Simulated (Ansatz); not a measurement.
**C₉H₂₀: a ladder of functionals and wavefunction methods**

How much do the methods differ for C₉H₂₀? The plan is to run it at one geometry with functionals of several rungs and with coupled cluster, and see how far each lands from CCSD(T) at the basis-set limit for the atomisation energy.

The runs use Ansatz 0.2.0, Gaussian basis; functionals in def2-TZVPP, the program's frozen cores in correlated methods.

Levels to be run: LDA (SPW92), PBE-D4, revPBE-D4, BLYP-D4, r2SCAN-D4, B97M-V, PBE0-D4, B3LYP-D4, r2SCANh-D4, r2SCAN0-D4, HSE06-D4, BHLYP-D4, CAM-B3LYP-D4, LC-ωPBE, ωB97X-V, ωB97M-V, B2PLYP, PBE-QIDH; CCSD(T)/def2-SVP; CCSD(T)/def2-TZVPP; MP2/def2-QZVPP; extrapolation to the limit; RPA on PBE.

### Step 1. The relaxed structure

The geometry comes from an earlier relaxation with PBE0-D4 in a triple-zeta def2 set; it is a stationary point, not always the lowest conformer.

SMILES `CC(C)C(C)(C)C(C)C`, 29 atoms, charge 0, spin multiplicity 1.

Atoms are counted from 1 here; the program's logs count them from 0.

Bond lengths: C1–C2 1.525 Å, C1–H10 1.091 Å, C1–H11 1.094 Å, C1–H12 1.093 Å, C2–C3 1.526 Å, C2–C4 1.557 Å, C2–H13 1.096 Å, C3–H14 1.093 Å, C3–H15 1.091 Å, C3–H16 1.093 Å, C4–C5 1.529 Å, C4–C6 1.529 Å, C4–C7 1.557 Å, C5–H17 1.091 Å, C5–H18 1.093 Å, C5–H19 1.091 Å, C6–H20 1.091 Å, C6–H21 1.091 Å and more. Angles: C2–C1–H10 112.9°, C2–C1–H11 111.4°, C2–C1–H12 110.0°, H10–C1–H11 107.9°, H10–C1–H12 107.3°, H11–C1–H12 107.1°, C1–C2–C3 108.6°, C1–C2–C4 113.9°, C1–C2–H13 107.5°, C3–C2–C4 114.0°, C3–C2–H13 106.3°, C4–C2–H13 106.0°, C2–C3–H14 109.6°, C2–C3–H15 112.8°, C2–C3–H16 111.8°, H14–C3–H15 107.2°, H14–C3–H16 107.0°, H15–C3–H16 108.1° and more.

### Step 2. LDA

This LDA is Slater exchange with PW92 correlation.

in.yaml

```yaml
crystal:
  periodic: [false, false, false]
  atoms:
    - {symbol: C, position_ang: [-0.932478, 0.135485, -2.067471]}
    - {symbol: C, position_ang: [-0.609987, 0.908847, -0.793375]}
    - {symbol: C, position_ang: [-1.775096, 1.844369, -0.482438]}
    - {symbol: C, position_ang: [-0.185138, 0.007321, 0.402367]}
    - {symbol: C, position_ang: [-1.360319, -0.856004, 0.863567]}
    - {symbol: C, position_ang: [0.241370, 0.899932, 1.568739]}
    - {symbol: C, position_ang: [0.986756, -0.923518, -0.025660]}
    - {symbol: C, position_ang: [2.174732, -0.184076, -0.631759]}
    - {symbol: C, position_ang: [1.495595, -1.833621, 1.088865]}
    - {symbol: H, position_ang: [-0.085030, -0.441439, -2.440403]}
    - {symbol: H, position_ang: [-1.767041, -0.554520, -1.915196]}
    - {symbol: H, position_ang: [-1.228066, 0.828063, -2.859687]}
    - {symbol: H, position_ang: [0.251392, 1.552128, -1.007619]}
    - {symbol: H, position_ang: [-1.929887, 2.528844, -1.320316]}
    - {symbol: H, position_ang: [-1.602661, 2.453904, 0.405486]}
    - {symbol: H, position_ang: [-2.710248, 1.296399, -0.341071]}
    - {symbol: H, position_ang: [-2.237905, -0.244985, 1.082248]}
    - {symbol: H, position_ang: [-1.642550, -1.595818, 0.109933]}
    - {symbol: H, position_ang: [-1.116513, -1.395566, 1.780055]}
    - {symbol: H, position_ang: [0.638266, 0.307720, 2.395229]}
    - {symbol: H, position_ang: [-0.605660, 1.463013, 1.963699]}
    - {symbol: H, position_ang: [1.007184, 1.620881, 1.270918]}
    - {symbol: H, position_ang: [0.580196, -1.584414, -0.800006]}
    - {symbol: H, position_ang: [2.611771, 0.521037, 0.080707]}
    - {symbol: H, position_ang: [1.914534, 0.370378, -1.534518]}
    - {symbol: H, position_ang: [2.958871, -0.895884, -0.902121]}
    - {symbol: H, position_ang: [2.003776, -1.269126, 1.874915]}
    - {symbol: H, position_ang: [2.223388, -2.540292, 0.682123]}
    - {symbol: H, position_ang: [0.700758, -2.419037, 1.552770]}
basis:
  gaussian: {orbitals: def2-TZVPP}
hamiltonian: {xc: lda}
output: {orbitals: {seedname: orbitals}}
```

The run is started by

```sh
> ansatz run in.yaml --threads 4 --pin off --events-out ev --progress --plain --max-ram 66560MiB --backend cuda --devices 0, --max-vram 37GiB
```

The runs that follow: PBE-D4 (GGA); revPBE-D4 (GGA); BLYP-D4 (GGA); r2SCAN-D4 (meta-GGA); B97M-V (meta-GGA); B3LYP-D4 (hybrid); r2SCANh-D4 (hybrid); r2SCAN0-D4 (hybrid); HSE06-D4 (hybrid); BHLYP-D4 (hybrid); CAM-B3LYP-D4 (range-separated); LC-ωPBE (range-separated); ωB97X-V (range-separated); ωB97M-V (range-separated); B2PLYP (double hybrid); PBE-QIDH (double hybrid); CCSD(T) in def2-SVP; CCSD(T) in def2-TZVPP; MP2 in def2-QZVPP; RPA on PBE orbitals.

Q: Predict the results of all the runs planned. Wanted: atomisation energy, CCSD(T)/CBS; farthest beyond LDA; mean size of error, GGA; mean size of error, meta-GGA; mean size of error, hybrid; mean size of error, range-separated; mean size of error, double hybrid; gap, smallest and largest; T1 diagnostic.

As calculated:

| quantity | value |
| --- | --- |
| atomisation energy, CCSD(T)/CBS | 11602.5 kJ/mol |
| functionals within 58.0 kJ/mol (0.5 %) | revPBE-D4, r2SCAN-D4, B97M-V, B3LYP-D4, r2SCANh-D4, CAM-B3LYP-D4, LC-ωPBE, ωB97X-V, ωB97M-V, PBE-QIDH |
| farthest beyond LDA | BHLYP-D4 (-228.8 kJ/mol) |
| mean size of error, GGA | 101.0 kJ/mol |
| mean size of error, meta-GGA | 16.1 kJ/mol |
| mean size of error, hybrid | 78.2 kJ/mol |
| mean size of error, range-separated | 27.7 kJ/mol |
| mean size of error, double hybrid | 64.6 kJ/mol |
| gap, smallest and largest | 7.05 eV (LDA (SPW92)), 14.00 eV (LC-ωPBE) |
| T1 diagnostic | 0.0088 |
| triples share of the correlation energy | 3.9 % |

In words: LDA overbinds by 1513.7 kJ/mol (13 %). PBE-D4 misses by +181.8 kJ/mol. Double hybrids carry the basis error of their MP2 part in triple zeta, and no dispersion term here, so their miss is partly the set-up's. The rungs meta-GGA, range-separated miss on average by less than the doubt on the reference (58.0 kJ/mol), so they tie. The reference freezes the cores and leaves out relativity and excitations past (T), so misses under about 58.0 kJ/mol can't be ranked. Hartree-Fock recovers 76 % of the binding; the rest is correlation. CCSD(T) in def2-SVP is off by -393.7 kJ/mol, worse than the median functional, from the basis alone. The gap grows from 7.1 to 14.0 eV across the functionals, mostly with the share of exact exchange.
